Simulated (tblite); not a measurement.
# C5H11FSSi2: the cost of one run

The runs use tblite 0.8.0 and PySCF 2.14.0, with density-fitted response routines of our own; the level of theory stands in each step. All values are computed, except where a source is named. Atoms are numbered from 0 throughout.

## 1. The molecule as given

20 atoms, charge 0, multiplicity 1; geometry from: force field or distance geometry start.

Bonds of the start (Å): C0–S1 1.81, S1–Si2 2.12, Si2–C3 1.91, C3–C4 1.27, C4–C5 1.47, C5–Si6 1.84, Si6–C7 1.86, C7–F8 1.41, C7–C3 1.46, C0–H9 1.10, C0–H10 1.11, C0–H11 1.12, Si2–H12 1.48, Si2–H13 1.46, C4–H14 1.14, C5–H15 1.14, C5–H16 1.10, Si6–H17 1.47, Si6–H18 1.48, C7–H19 1.11.

## 2. Relaxing the molecule with GFN2-xTB

Job settings and geometry (Å):

```
{"job": {"kind": "relax", "xc": "GFN2-xTB", "basis": "xTB"}, "charge": 0, "multiplicity": 1}
C      4.057800     0.527300    -0.577800
S      2.503500     0.203100    -1.450600
Si     1.215200    -1.120300    -0.400200
C     -0.532400    -0.348400    -0.326100
C     -0.712800     0.906000    -0.357200
C     -2.079700     1.430400    -0.296300
Si    -3.073800    -0.043200     0.190400
C     -1.692000    -1.224600    -0.190200
F     -1.957600    -1.805400    -1.443700
H      4.014900     0.401800     0.513100
H      4.882100    -0.071800    -1.005200
H      4.292500     1.613000    -0.752000
H      1.622500    -1.412900     0.991100
H      1.034100    -2.362800    -1.145400
H      0.150600     1.639700    -0.457400
H     -2.097400     2.130600     0.604400
H     -2.427300     1.956200    -1.199200
H     -4.265500    -0.272700    -0.632800
H     -3.351600    -0.105800     1.643400
H     -1.588200    -2.029700     0.567100
```

Run with:

```bash
$ OMP_NUM_THREADS=1 python probes_run.py task.json out
```

One launch serves the whole session: the jobs run in the order shown.

Q: Estimate the wall time and peak memory of this first job on 1 thread of Arm Neoverse N1, shared host.

About 2.9 s, with a peak of 0.18 GiB.
